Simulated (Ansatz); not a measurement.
# Ge: stress in a strained cell

Ge is deformed so: zz strain of -2 %. What stress and forces result, by LAPW, PAW and all-electron datasets made for the crystal?

Computed with Ansatz 0.2.0 (DFT LDA, scalar-relativistic, unless a step's input says otherwise).

## (1) The system as given

The structure is cubic, space group Fd-3m (No. 227). The conventional cell has a = 5.658 Å, b = 5.658 Å, c = 5.658 Å, α = 90.00°, β = 90.00°, γ = 90.00°. Around Ge (site symmetry -43m) lie 4 Ge at 2.45 Å.

Structure file:

```xyz
2
Lattice="0.0000 2.8288 2.8288 2.8288 0.0000 2.8288 2.8288 2.8288 0.0000" Properties=species:S:1:pos:R:3 pbc="T T T"
Ge    2.8288    2.8288    2.8288
Ge    4.2432    4.2432    4.2432
```

Atoms are numbered in the order of the input: Ge1, Ge2.

## (2) The deformed structure

Space group Fd-3m before, I4_1/amd after.

## (3) LAPW, all electrons

input.yaml

```yaml
crystal:
  lattice:
    - [0.0, 2.82877, 2.7721946]
    - [2.82877, 0.0, 2.7721946]
    - [2.82877, 2.82877, 0.0]
  atoms:
    - { symbol: Ge, position: [0.5, 0.5, 0.5] }
    - { symbol: Ge, position: [0.75, 0.75, 0.75] }
kpoints:
  mp_grid: { grid: [10, 10, 10] }
  band_path:
    path:
      - [0.0, 0.0, 0.0]
      - [0.0, 0.5, 0.5]
      - [0.25, 0.75, 0.5]
      - [0.0, 0.5, 0.0]
      - [0.0, 0.0, 0.0]
      - [0.5, 0.5, 0.0]
      - [0.3801541025, 0.6198458975, 0.0]
      - [-0.3801541025, 0.3801541025, 0.0]
      - [0.0, 0.0, 0.0]
    npoints: 5
scf:
  occupations: { method: fermi_dirac, width: 0.05 }
hamiltonian:
  xc: lda
  pseudopotentials: { kind: all_electron, lapw: { basis_error: 0.00025 } }
output:
  forces: true
  stress: true
  eigenvalues: true
```

Run with:

```
$ ansatz run input.yaml --threads 1 --pin off --max-ram 3072MiB --backend cpu --events-out ev --progress --plain --runs-dir out
```

## (4) PAW with frozen cores

input.yaml

```yaml
crystal:
  lattice:
    - [0.0, 2.82877, 2.7721946]
    - [2.82877, 0.0, 2.7721946]
    - [2.82877, 2.82877, 0.0]
  atoms:
    - { symbol: Ge, position: [0.5, 0.5, 0.5] }
    - { symbol: Ge, position: [0.75, 0.75, 0.75] }
kpoints:
  mp_grid: { grid: [10, 10, 10] }
scf:
  occupations: { method: fermi_dirac, width: 0.05 }
hamiltonian:
  xc: lda
  pseudopotentials: { kind: paw }
output:
  forces: true
  stress: true
  eigenvalues: true
  efg: { contact_densities: true }
```

## (5) All-electron PAW on datasets made for the crystal

input.yaml, as its differences from that of step 4:

```diff
@@ -14,3 +14,3 @@
   xc: lda
-  pseudopotentials: { kind: paw }
+  pseudopotentials: { kind: all_electron, datasets: crystal }
 output:
```

(Steps that only read results are left out.)

**Question.** What will these runs give? Wanted: pressure; largest shear or deviatoric stress.

As calculated:

| quantity | value |
| --- | --- |
| pressure | LAPW 0.11, PAW 0.09, crystal datasets 0.11 GPa |
| largest shear or deviatoric stress (LAPW) | 0.96 GPa |

**Reading.** The largest part of the stress beyond the pressure is 0.96 GPa in size, in the zz component; the atoms are carried along and not relaxed. No run of the undeformed cell stands beside it, so the pressure holds what the given cell had before the change. PAW: stress within 0.02 GPa of LAPW. Crystal datasets: stress within 0.01 GPa of LAPW.
